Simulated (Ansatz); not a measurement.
# ScSiS4: the cost of one run

Computed with Ansatz 0.2.0 (DFT PBE, scalar-relativistic, plane waves, PAW, unless a step's input says otherwise).

## 1. Starting point

It takes space group P4mm (No. 99, tetragonal). Conventional cell: a = 4.560 Å, b = 4.560 Å, c = 4.108 Å, α = 90.00°, β = 90.00°, γ = 90.00°. Sc (site symmetry 4mm) is surrounded by 1 S at 0.93 Å. Si (site symmetry 4mm) is surrounded by 4 S at 2.80 Å. Around S (site symmetry 4mm) lie 1 Sc at 0.93 Å. S (site symmetry 4mm) is surrounded by 1 S at 1.31 Å and 2 Sc at 1.87 to 2.24 Å. S (site symmetry 2mm) has 2 Sc at 2.30 Å and 2 S at 2.58 Å in its first shell of neighbours.

Structure file:

```
Sc Si S
1.0
     4.55966    0.00000    0.00000
     0.00000    4.55966    0.00000
     0.00000    0.00000    4.10795
Sc Si S
1 1 4
Direct
  0.00000 0.00000 0.97167
  0.50000 0.50000 0.50790
  0.00000 0.00000 0.19728
  0.00000 0.00000 0.51579
  0.50000 0.00000 0.90472
  0.00000 0.50000 0.90472
```

Recipe of the guess: random cell by space group and Wyckoff sites (P4mm, No. 99). Lengths come from tabulated atomic sizes and are only a guess.

## 2. A first look at the guess

File input.yaml:

```yaml
crystal:
  lattice:
    - [4.55966176, 0.0, 0.0]
    - [0.0, 4.55966176, 0.0]
    - [0.0, 0.0, 4.10795495]
  atoms:
    - { symbol: Sc, position: [0.0, 0.0, 0.97167094] }
    - { symbol: Si, position: [0.5, 0.5, 0.50789598] }
    - { symbol: S, position: [0.0, 0.0, 0.19727602] }
    - { symbol: S, position: [0.0, 0.0, 0.51579463] }
    - { symbol: S, position: [0.5, 0.0, 0.90471907] }
    - { symbol: S, position: [0.0, 0.5, 0.90471907] }
basis:
  ecutwfc: 420
kpoints:
  mp_grid: { grid: [4, 4, 4] }
hamiltonian:
  xc: pbe
scf:
  occupations: { method: gaussian, width: 0.1 }
  lower_state_search: "off"
output:
  forces: true
  stress: true
  eigenvalues: true
```

Started as:

```sh
ansatz run input.yaml --threads 1 --pin off --max-ram 2560MiB --backend cpu --events-out ev --progress --plain --runs-dir out
```

Q: Estimate wall time and peak memory on 1 thread of Arm Neoverse V1, shared host.

About 17 s, with a peak of 0.32 GiB.
